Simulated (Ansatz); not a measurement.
# Ta: a trigonal deformation path

The task here is to estimate one member of a computed series from the others.

Computed with Ansatz 0.2.0 (DFT PBEsol, scalar-relativistic, plane waves, PAW, unless a step's input says otherwise).

### The structure to begin with

The structure is cubic, space group Fm-3m (No. 225). The conventional cell has a = 4.220 Å, b = 4.220 Å, c = 4.220 Å, α = 90.00°, β = 90.00°, γ = 90.00°. Ta (site symmetry m-3m) is surrounded by 12 Ta at 2.98 Å.

Structure file:

```
CELL_PARAMETERS angstrom
0.00000 2.11000 2.11000
2.11000 0.00000 2.11000
2.11000 2.11000 0.00000
ATOMIC_POSITIONS crystal
Ta 0.00000 0.00000 0.00000
```

The cell is taken as given, not relaxed at this level.

### The reference cell

Reference values: F = -9806.2286 eV; pressure -5.95 GPa; largest force 0.000 eV/Å; gap on the mesh none (metal). It was computed beforehand with the settings of the runs below.

Set-up of the first run:

At fixed volume and fractional coordinates, lengths along (0.577, 0.577, 0.577) are scaled against those across it; ρ is that ratio over its starting value.

File input.yaml:

```yaml
crystal:
  lattice:
    - [-0.8861444718, 1.7722889435, 1.7722889435]
    - [1.7722889435, -0.8861444718, 1.7722889435]
    - [1.7722889435, 1.7722889435, -0.8861444718]
  atoms:
    - { symbol: Ta, position: [0.0, 0.0, 0.0] }
basis:
  ecutwfc: 420
kpoints:
  mp_grid: { grid: [22, 22, 22] }
hamiltonian:
  xc: pbesol
scf:
  occupations: { method: gaussian, width: 0.15 }
output:
  forces: true
  stress: true
  eigenvalues: true
```

The run is started by

```sh
$ ansatz run input.yaml --threads 1 --pin off --max-ram 2560MiB --backend cpu --events-out ev --progress --plain --runs-dir out
```

Among the steps run: At ρ = 0.500; At ρ = 2.000; ρ = 0.710; ρ = 1.410; ρ = 0.600; ρ = 0.850; ρ = 1.200; At ρ = 1.700; At ρ = 0.930; ρ = 1.080.

One of the session's tables, all rows but one given; the rest of the session is left out.

Collected from the runs (energy zero: the undisturbed cell):

```
    ρ  ΔE (meV/atom)  pressure (GPa)
0.500          913.8             9.8
0.600          665.9             5.1
0.710          278.9            -1.7
0.850              ?               ?
0.930           20.7            -6.1
1.000            0.0            -5.9
1.080           13.4            -6.2
1.200          101.8            -4.2
1.410          609.7             8.4
1.700         1810.6            39.0
2.000         3416.3            76.7
```

**Question.** Estimate the row for ρ = 0.850.

Worked estimate for «ΔE (meV/atom)». A straight line through the neighbours (0.710, 278.9) and (0.930, 20.7) gives 278.9 + (20.7 − 278.9) × (0.850 − 0.710) / (0.930 − 0.710) = 114.6; a parabola fitted to 4 rows on both sides gives 40.7.

The run gave: ΔE (meV/atom): 65.6; pressure (GPa): -6.2. In «ΔE (meV/atom)» the line misses by +49.0 and the parabola by -24.9.
